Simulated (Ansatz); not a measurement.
# C2H6OSSi: the cost of one run

All numbers below are computed with Ansatz 0.2.0 (RKS revPBE-D4/def2-SVP).

**1. The structure to begin with**

Bond lengths: C1–O2 1.405 Å, O2–C3 1.341 Å, C3–Si4 1.883 Å, C3–S5 1.697 Å, C1–H6 1.172 Å, C1–H7 1.086 Å, C1–H8 1.053 Å, Si4–H9 1.571 Å, Si4–H10 1.438 Å, Si4–H11 1.510 Å. Angles (14 of 16 angles, heavy atoms first): C1–O2–C3 118.5°, O2–C3–Si4 129.9°, O2–C3–S5 115.3°, Si4–C3–S5 114.6°, O2–C1–H6 105.9°, O2–C1–H7 113.2°, O2–C1–H8 111.8°, C3–Si4–H9 108.5°, C3–Si4–H10 117.5°, C3–Si4–H11 111.6°, H6–C1–H7 105.6°, H6–C1–H8 105.1°, H7–C1–H8 114.4°, H9–Si4–H10 104.7°.

As a file:

```xyz
11

C    -1.0940    1.2578    0.0881
O    -0.1955    1.0485   -0.9710
C     0.6147   -0.0191   -0.9225
Si    0.8355   -1.3080    0.4320
S     1.6917   -0.1728   -2.2251
H    -1.6983    2.2223   -0.1904
H    -0.6007    1.4838    1.0283
H    -1.8126    0.4908    0.1482
H    -0.2245   -1.0324    1.5588
H     2.0982   -1.3401    1.1191
H     0.4509   -2.6877   -0.0450
```

**2. End point A**

The input, input.yaml:

```yaml
crystal:
  periodic: [false, false, false]
  atoms:
    - { symbol: C, position_ang: [-1.094, 1.2578, 0.0881] }
    - { symbol: O, position_ang: [-0.1955, 1.0485, -0.971] }
    - { symbol: C, position_ang: [0.6147, -0.0191, -0.9225] }
    - { symbol: Si, position_ang: [0.8355, -1.308, 0.432] }
    - { symbol: S, position_ang: [1.6917, -0.1728, -2.2251] }
    - { symbol: H, position_ang: [-1.6983, 2.2223, -0.1904] }
    - { symbol: H, position_ang: [-0.6007, 1.4838, 1.0283] }
    - { symbol: H, position_ang: [-1.8126, 0.4908, 0.1482] }
    - { symbol: H, position_ang: [-0.2245, -1.0324, 1.5588] }
    - { symbol: H, position_ang: [2.0982, -1.3401, 1.1191] }
    - { symbol: H, position_ang: [0.4509, -2.6877, -0.045] }
basis:
  gaussian: { orbitals: def2-SVP }
hamiltonian:
  xc: revpbe
  dispersion: d4
relax:
  f_tol: 0.02
  max_steps: 50
output:
  orbitals: {}
```

Command:

```sh
> ansatz run input.yaml --threads 2 --pin off --max-ram 3072MiB --backend cpu --events-out ev --progress --plain --runs-dir out
```

Q: Estimate wall time and peak memory on 2 threads of Arm Neoverse V2, shared host.

About 15 s, with a peak of 0.15 GiB.
